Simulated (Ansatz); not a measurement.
# Sc4AlAs: the cost of one run

Program: Ansatz 0.2.0. Level of theory: DFT PBE, scalar-relativistic, plane waves, PAW. These are calculated values, not measurements.

## 1. The system as given

The structure is tetragonal, space group P4/mmm (No. 123). The conventional cell has a = 4.649 Å, b = 4.649 Å, c = 6.556 Å, α = 90.00°, β = 90.00°, γ = 90.00°. Sc (site symmetry 2mm) has 2 Al at 2.84 Å and 2 As at 2.85 Å and 6 Sc at 3.27 to 3.29 Å in its first shell of neighbours. Al (site symmetry 4/mmm) is surrounded by 8 Sc at 2.84 Å. As (site symmetry 4/mmm) is surrounded by 8 Sc at 2.85 Å.

As a file:

```cif
data_structure
_symmetry_space_group_name_H-M 'P4/mmm'
_symmetry_Int_Tables_number 123
_cell_length_a 4.6491
_cell_length_b 4.6491
_cell_length_c 6.5559
_cell_angle_alpha 90.000
_cell_angle_beta 90.000
_cell_angle_gamma 90.000
_cell_volume 141.70
loop_
_atom_site_label
_atom_site_type_symbol
_atom_site_symmetry_multiplicity
_atom_site_Wyckoff_symbol
_atom_site_fract_x
_atom_site_fract_y
_atom_site_fract_z
_atom_site_occupancy
Sc1 Sc 4 i 0.50000 0.00000 0.74904 1
Al1 Al 1 d 0.50000 0.50000 0.50000 1
As1 As 1 a 0.00000 0.00000 0.00000 1
```

Recipe of the guess: species swapped into a database cell of Mg4SiGe (P4/mmm, No. 123), with Sc on the Mg sites, Al on the Si sites and As on the Ge sites. The dimensions are guesses.

## 2. A first look at the guess

Input file input.yaml:

```yaml
crystal:
  lattice:
    - [4.64912392, 0.0, 0.0]
    - [0.0, 4.64912392, 0.0]
    - [0.0, 0.0, 6.55588438]
  atoms:
    - { symbol: Sc, position: [0.5, 0.0, 0.74903566] }
    - { symbol: Sc, position: [0.0, 0.5, 0.25096434] }
    - { symbol: Sc, position: [0.5, 0.0, 0.25096434] }
    - { symbol: Sc, position: [0.0, 0.5, 0.74903566] }
    - { symbol: Al, position: [0.5, 0.5, 0.5] }
    - { symbol: As, position: [0.0, 0.0, 0.0] }
basis:
  ecutwfc: 420
kpoints:
  mp_grid: { grid: [4, 4, 4] }
hamiltonian:
  xc: pbe
scf:
  occupations: { method: gaussian, width: 0.1 }
  lower_state_search: "off"
output:
  forces: true
  stress: true
  eigenvalues: true
```

Command:

```console
$ ansatz run input.yaml --threads 1 --pin off --max-ram 2560MiB --backend cpu --events-out ev --progress --plain --runs-dir out
```

**Question.** How long does this run take on 1 thread of AMD EPYC (Zen 3), shared host, and how much memory does it need?

About 7.6 s, with a peak of 0.44 GiB.
